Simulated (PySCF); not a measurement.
# InN (triplet): spin, charge, geometry and surroundings

Aim: change spin, charge, geometry, field or solvent of InN (triplet), one at a time, and compare with the base run.

Method: each script names its method and basis; program: PySCF 2.14.0.

5 further runs of the same task are left out: 1 for a known fault of the program, 4 that didn't finish.

### Step 1. Starting geometry

InN (triplet): 2 atoms, charge 0, spin multiplicity 3.

Bond lengths: In1–N2 2.045 Å.

### Step 2. The run that the others are compared with

input.py reads:

```python
from pyscf import gto, scf, mp

mol = gto.M(
    atom='In 0 0 0; N 0 0 2.045',
    basis='def2-svpd',
    ecp={'In': 'def2-svpd'},
    charge=0,
    spin=2,
    symmetry=True,
    verbose=3,
)
mf = scf.UHF(mol)
mf.kernel()
mp.MP2(mf, frozen=5).kernel()
mf.dip_moment()
print('orbital energies (hartree):', [e[max(0, n-3):n+3].round(4) for e, n in zip(mf.mo_energy, mol.nelec)])
```

On the command line:

```
> OMP_NUM_THREADS=1 python input.py
```

The log of this run is left out.

In short: E(SCF) = -243.543956 Eh, E(MP2) − E(SCF) = -0.16831 Eh, ⟨S²⟩ = 2.026, μ = 1.59 D (of the SCF density).

The bond length is a typed value, not an optimised one. The triplet is typed in the script; nothing here shows that it is the ground state.

### Step 3. Charge -1 (doublet)

Run 1 changes charge: 0 → -1; spin (2S): 2 → 1.

input.py reads:

```python
from pyscf import gto, scf, mp

mol = gto.M(
    atom='In 0 0 0; N 0 0 2.045',
    basis='def2-svpd',
    ecp={'In': 'def2-svpd'},
    charge=-1,
    spin=1,
    symmetry=True,
    verbose=3,
)
mf = scf.UHF(mol)
mf.kernel()
mp.MP2(mf, frozen=5).kernel()
mf.dip_moment()
print('orbital energies (hartree):', [e[max(0, n-3):n+3].round(4) for e, n in zip(mf.mo_energy, mol.nelec)])
```

On the command line:

```
> OMP_NUM_THREADS=1 python input.py
```

### Step 4. Bond 6.135 Å

Run 2 changes bond length: 2.045 Å → 6.135 Å.

Edit input.py of step 2 so:

```diff
@@ -3,3 +3,3 @@
 mol = gto.M(
-    atom='In 0 0 0; N 0 0 2.045',
+    atom='In 0 0 0; N 0 0 6.135',
     basis='def2-svpd',
```

### Step 5. Lengths in bohr

Run 3 changes length unit: angstrom → bohr; bond length: 2.045 Å → 2.045 bohr.

Edit input.py of step 2 so:

```diff
@@ -8,2 +8,3 @@
     spin=2,
+    unit='bohr',
     symmetry=True,
```

### Step 6. Bond 25 Å

Run 4 changes bond length: 2.045 Å → 25 Å.

Edit input.py of step 2 so:

```diff
@@ -3,3 +3,3 @@
 mol = gto.M(
-    atom='In 0 0 0; N 0 0 2.045',
+    atom='In 0 0 0; N 0 0 25',
     basis='def2-svpd',
```

Before running it: what results should come out? Wanted: for each run, E(SCF); from base; SCF dipole; after the SCF.

The runs gave:

```
                          run  E(SCF) (hartree)  from base (eV)  SCF dipole (D)                           after the SCF
                         base       -243.543956               0            1.59  MP2 correlation -4.580 eV, core frozen
          charge -1 (doublet)       -243.489841         +1.4725             n/a  MP2 correlation -7.281 eV, core frozen
                 bond 6.135 Å       -243.544146         -0.0052            0.02  MP2 correlation -3.432 eV, core frozen
lengths in bohr (poor choice)       -241.799270  not comparable            0.08  MP2 correlation -6.253 eV, core frozen
                    bond 25 Å       -243.544063         -0.0029            0.00  MP2 correlation -3.429 eV, core frozen
```

**Reading.** The largest comparable shift of the SCF energy, -0.005 eV, comes with the run “bond 6.135 Å”. At the SCF level, adding an electron (to the doublet) costs 1.47 eV at fixed geometry; correlation, diffuse functions and relaxation can still bind it. Rows marked «poor choice» come from settings spoiled on purpose.
